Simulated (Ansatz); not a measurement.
# WCl (sextet): from Hartree-Fock to the top rungs, def2-QZVPP

The task here is to estimate one member of a computed series from the others.

Computed with Ansatz 0.2.0, Gaussian basis. Level: def2-QZVPP, core rule «outside noble gas», up to 9 orbitals frozen.

The runs, in order: UHF; ROHF; CCSD(T) on UHF.

## The geometry

The geometry is a PBE0/def2-TZVP stationary point (not a proven minimum) of the parent state, kept for this charge and spin. No spin-orbit coupling is included. Elements past krypton take def2 core potentials.

2 atoms, charge 0, spin multiplicity 6.

Atoms are counted from 1 here; the program's logs count them from 0.

Bond lengths: W1–Cl2 2.233 Å.

The first run:

Input file in.yaml:

```yaml
crystal:
  periodic: [false, false, false]
  atoms:
    - {symbol: W, position_ang: [0.000000, 0.000000, 0.000000]}
    - {symbol: Cl, position_ang: [0.000000, 0.000000, 2.233000]}
basis:
  gaussian: {orbitals: "def2-QZVPP.json"}
magnetization: {spin_polarized: true, initial_magnetization: 5}
hamiltonian: {xc: hf}
output: {orbitals: {seedname: orbitals}}
```

Launch:

```
$ ansatz run in.yaml --threads 1 --pin off --events-out ev --progress --plain --max-ram 2560MiB --backend cpu
```

Steps of the session up to this table: UHF; ROHF; CCSD(T) on UHF.

One of the session's tables, all rows but one given; the rest of the session is left out.

```
  method  from UCCSD(T) (meV)
    ROHF                    ?
     UHF              +9320.3
    UMP2               +967.0
   UCCSD               +426.5
UCCSD(T)                    0
```

**Question.** Estimate the row for ROHF.

As computed: from UCCSD(T) (meV): +9513.4. In the column «from UCCSD(T) (meV)» it is the highest.
